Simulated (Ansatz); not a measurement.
# H5InNOSi radical: how energies converge with the basis set

One table from this session's results is given with a row withheld; the runs are named, their logs left out.

Method: one geometry, several basis sets; program: Ansatz 0.2.0, Gaussian basis.

Levels to be run: PBE0-D4/def2-SVP; ωB97M-V/def2-SVP; PBE0-D4/def2-QZVPP; ωB97M-V/def2-QZVPP; the functionals' def2-TZVPP values are taken from earlier runs.

**Structure used throughout**

An earlier PBE0-D4 in a triple-zeta def2 set relaxation fixed the geometry. In takes the def2 core potential; no spin-orbit term is included.

SMILES `[NH2][In][O][SiH3]`, 9 atoms, charge 0, spin multiplicity 2.

Atoms are counted from 1 here; the program's logs count them from 0.

Bond lengths: N1–In2 2.075 Å, N1–H5 1.015 Å, N1–H6 1.017 Å, In2–O3 2.006 Å, O3–Si4 1.624 Å, Si4–H7 1.490 Å, Si4–H8 1.495 Å, Si4–H9 1.491 Å. Angles: In2–N1–H5 112.6°, In2–N1–H6 109.6°, H5–N1–H6 107.2°, N1–In2–O3 109.8°, In2–O3–Si4 140.2°, O3–Si4–H7 110.1°, O3–Si4–H8 112.0°, O3–Si4–H9 111.5°, H7–Si4–H8 107.8°, H7–Si4–H9 108.1°, H8–Si4–H9 107.3°.

The first run:

Input file in.yaml:

```yaml
crystal:
  periodic: [false, false, false]
  atoms:
    - {symbol: N, position_ang: [-0.463985, 2.738084, -0.720737]}
    - {symbol: In, position_ang: [0.861593, 1.262789, -0.112150]}
    - {symbol: O, position_ang: [-0.122252, -0.464216, 0.161833]}
    - {symbol: Si, position_ang: [0.140732, -1.980264, 0.681001]}
    - {symbol: H, position_ang: [0.004520, 3.538218, -1.132894]}
    - {symbol: H, position_ang: [-1.093312, 2.361979, -1.426047]}
    - {symbol: H, position_ang: [-0.637453, -2.945498, -0.145092]}
    - {symbol: H, position_ang: [1.583314, -2.361776, 0.590257]}
    - {symbol: H, position_ang: [-0.273158, -2.149315, 2.103829]}
basis:
  gaussian: {orbitals: def2-SVP}
magnetization: {spin_polarized: true, initial_magnetization: 1}
hamiltonian: {xc: pbe0, dispersion: d4}
output: {orbitals: {seedname: orbitals}}
```

On the command line:

```sh
$ ansatz run in.yaml --threads 4 --pin off --events-out ev --progress --plain --max-ram 10444MiB
```

Among the steps run: PBE0-D4 in def2-SVP; ωB97M-V in def2-SVP; PBE0-D4 in def2-QZVPP; ωB97M-V in def2-QZVPP.

One table of the session follows, with a row left open; its other results are not shown here.

It belongs to the step «Functionals by basis». 

```
functional       basis  HOMO (eV)  LUMO (eV)
   PBE0-D4    def2-SVP      -6.31      -3.47
   PBE0-D4  def2-TZVPP      -6.40      -3.56
   PBE0-D4  def2-QZVPP          ?          ?
   ωB97M-V    def2-SVP      -8.36      -1.82
   ωB97M-V  def2-TZVPP      -8.48      -1.95
   ωB97M-V  def2-QZVPP      -8.51      -2.02
```

Estimate the missing values for PBE0-D4, def2-QZVPP.

The run gave: HOMO (eV): -6.42; LUMO (eV): -3.60. In the column «HOMO (eV)» it lies between ωB97M-V, def2-SVP (-8.36) and PBE0-D4, def2-TZVPP (-6.40).
